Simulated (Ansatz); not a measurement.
# C4H3F3: one species, many methods

The task here is to estimate one member of a computed series from the others.

Program: Ansatz 0.2.0, Gaussian basis. Level of theory: functionals in def2-TZVPP, the program's frozen cores in correlated methods. These are calculated values, not measurements.

Levels to be run: LDA (SPW92), PBE-D4, revPBE-D4, BLYP-D4, r2SCAN-D4, B97M-V, PBE0-D4, B3LYP-D4, r2SCANh-D4, r2SCAN0-D4, HSE06-D4, BHLYP-D4, CAM-B3LYP-D4, LC-ωPBE, ωB97X-V, ωB97M-V, B2PLYP, PBE-QIDH; CCSD(T)/def2-SVP; CCSD(T)/def2-TZVPP; MP2/def2-QZVPP; extrapolation to the limit; RPA on PBE.

## Structure used throughout

All runs share one geometry, relaxed beforehand with PBE0-D4 in a triple-zeta def2 set.

SMILES `F/C=C/C(F)=C\F`, 10 atoms, charge 0, spin multiplicity 1.

Atoms are counted from 1 here; the program's logs count them from 0.

Bond lengths: F1–C2 1.330 Å, C2–C3 1.327 Å, C2–H8 1.083 Å, C3–C4 1.437 Å, C3–H9 1.083 Å, C4–F5 1.343 Å, C4–C6 1.330 Å, C6–F7 1.335 Å, C6–H10 1.081 Å. Angles: F1–C2–C3 121.2°, F1–C2–H8 113.1°, C3–C2–H8 125.7°, C2–C3–C4 122.5°, C2–C3–H9 120.2°, C4–C3–H9 117.4°, C3–C4–F5 116.3°, C3–C4–C6 126.7°, F5–C4–C6 117.0°, C4–C6–F7 120.6°, C4–C6–H10 124.4°, F7–C6–H10 115.0°.

Set-up of the first run:

File in.yaml:

```yaml
crystal:
  periodic: [false, false, false]
  atoms:
    - {symbol: F, position_ang: [-2.256417, 1.754291, 0.733469]}
    - {symbol: C, position_ang: [-1.624327, 0.751447, 0.129666]}
    - {symbol: C, position_ang: [-0.329934, 0.536406, 0.327008]}
    - {symbol: C, position_ang: [0.379929, -0.538410, -0.310806]}
    - {symbol: F, position_ang: [-0.340623, -1.324861, -1.127423]}
    - {symbol: C, position_ang: [1.670704, -0.830204, -0.174118]}
    - {symbol: F, position_ang: [2.453451, -0.096049, 0.619279]}
    - {symbol: H, position_ang: [-2.271838, 0.165088, -0.510033]}
    - {symbol: H, position_ang: [0.234122, 1.181563, 0.989120]}
    - {symbol: H, position_ang: [2.168033, -1.650370, -0.673363]}
basis:
  gaussian: {orbitals: def2-TZVPP}
hamiltonian: {xc: lda}
output: {orbitals: {seedname: orbitals}}
```

Command:

```sh
$ ansatz run in.yaml --threads 4 --pin off --events-out ev --progress --plain --max-ram 10444MiB
```

Among the steps run: LDA; PBE-D4 (GGA); revPBE-D4 (GGA); BLYP-D4 (GGA); r2SCAN-D4 (meta-GGA); B97M-V (meta-GGA); B3LYP-D4 (hybrid); r2SCANh-D4 (hybrid); r2SCAN0-D4 (hybrid); HSE06-D4 (hybrid); BHLYP-D4 (hybrid); CAM-B3LYP-D4 (range-separated); LC-ωPBE (range-separated); ωB97X-V (range-separated); ωB97M-V (range-separated); B2PLYP (double hybrid); PBE-QIDH (double hybrid).

One of the session's tables, all rows but one given; the rest of the session is left out.

```
  functional  HOMO (eV)  gap (eV)
 LDA (SPW92)      -5.91      3.70
      PBE-D4      -5.68      3.74
   revPBE-D4      -5.59      3.75
     BLYP-D4      -5.56      3.73
   r2SCAN-D4      -5.88      4.07
      B97M-V      -5.92      4.18
     PBE0-D4      -6.84      5.77
    B3LYP-D4      -6.66      5.35
  r2SCANh-D4      -6.32      4.83
  r2SCAN0-D4      -6.97      5.98
    HSE06-D4      -6.45      5.00
    BHLYP-D4      -7.89      7.82
CAM-B3LYP-D4      -8.15      8.13
     LC-ωPBE      -9.41     10.53
     ωB97X-V          ?         ?
     ωB97M-V      -8.95      9.97
```

Estimate the missing values for ωB97X-V.

As computed: HOMO (eV): -9.03; gap (eV): 10.13. In the column «HOMO (eV)» it lies between LC-ωPBE (-9.41) and ωB97M-V (-8.95).
